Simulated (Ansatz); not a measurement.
Geometry optimisation, DFT PBE, scalar-relativistic, plane waves, PAW (Ansatz).

The input (input.yaml):

```yaml
crystal:
  lattice:
    - [0.0, 3.897, 3.897]
    - [3.897, 0.0, 3.897]
    - [3.897, 3.897, 0.0]
  atoms:
    - { symbol: Mg, position: [0.0, 0.0, 0.0] }
    - { symbol: O, position: [0.25, 0.25, 0.25] }
    - { symbol: Mg, position: [0.0, 0.0, 0.5] }
    - { symbol: O, position: [0.25, 0.25, 0.75] }
    - { symbol: Mg, position: [0.0, 0.5, 0.0] }
    - { symbol: O, position: [0.25, 0.75, 0.25] }
    - { symbol: Mg, position: [0.0, 0.5, 0.5] }
    - { symbol: O, position: [0.25, 0.75, 0.75] }
    - { symbol: Mg, position: [0.5, 0.0, 0.0] }
    - { symbol: O, position: [0.75, 0.25, 0.25] }
    - { symbol: Mg, position: [0.5, 0.0, 0.5] }
    - { symbol: O, position: [0.75, 0.25, 0.75] }
    - { symbol: Mg, position: [0.5, 0.5, 0.0] }
    - { symbol: O, position: [0.75, 0.75, 0.25] }
    - { symbol: Mg, position: [0.5, 0.5, 0.5] }
    - { symbol: O, position: [0.75, 0.75, 0.75] }
    - { symbol: H, position: [0.6253256, 0.6393925, 0.1168748] }
total_charge: 1
basis:
  ecutwfc: 420.0
kpoints:
  mp_grid: { grid: [3, 3, 3] }
hamiltonian:
  xc: pbe
  pseudopotentials: { kind: paw, azcp: { folder: soft_1 } }
scf:
  occupations: { method: gaussian, width: 0.02 }
  lower_state_search: "off"
relax:
  f_tol: 0.03
  max_steps: 60
  adjacent_minimum: "off"
output:
  write_density: true
  write_potential: true
  elf: true
  volumetric_format: npy
```

Launched with:

```bash
$ ansatz run input.yaml --threads 2 --pin off --max-ram 5120MiB --backend cpu --events-out ev --progress --plain --runs-dir out
```

Task: Where does it end, and by what steps?

Result: The run converged. The force dipped under the threshold on the way, but the program's further checks kept it going. Limits of this set-up: a small cell, in which the defect meets its images, charged cell in a uniform background, uncorrected. After 10 steps the energy has fallen by 1.608 eV; H17 moved furthest, 0.58 Å. Joined: O16–H17 (1.65 → 0.99 Å).

| step | energy less start (eV) | largest force component (eV/Å) | accepted |
| --- | --- | --- | --- |
| 0 | 0.0000 | 2.302 | yes |
| 1 | -0.5299 | 1.193 | yes |
| 2 | -0.7403 | 0.186 | yes |
| 3 | -0.7462 | 0.246 | yes |
| 4 | -0.9191 | 0.817 | yes |
| 5 | -1.1826 | 0.804 | yes |
| 6 | -1.3228 | 1.336 | yes |
| 7 | -1.5254 | 0.493 | yes |
| 8 | -1.6058 | 0.169 | yes |
| 9 | -1.6085 | 0.011 | yes |
| 10 | -1.6085 | 0.010 | yes |

```xyz
17
Lattice="0.0000 3.8970 3.8970 3.8970 0.0000 3.8970 3.8970 3.8970 0.0000" Properties=species:S:1:pos:R:3
Mg 0.012 0.009 -0.007
O 2.002 1.999 1.900
Mg 1.977 1.973 -0.006
O 3.917 3.914 1.942
Mg 1.934 0.132 1.968
O 3.901 1.960 3.897
Mg 3.908 1.973 1.925
O 5.857 3.914 3.881
Mg 0.135 1.931 1.968
O 1.963 3.898 3.897
Mg 1.976 3.905 1.925
O 3.917 5.853 3.881
Mg 1.934 1.931 3.767
O 3.901 3.898 5.835
Mg 3.909 3.906 3.890
O 5.897 5.894 5.799
H 2.570 2.567 5.230
```

Time of the run: 67 s on 2 threads of Arm Neoverse V2, with other jobs on the host, peak memory 0.48 GiB.
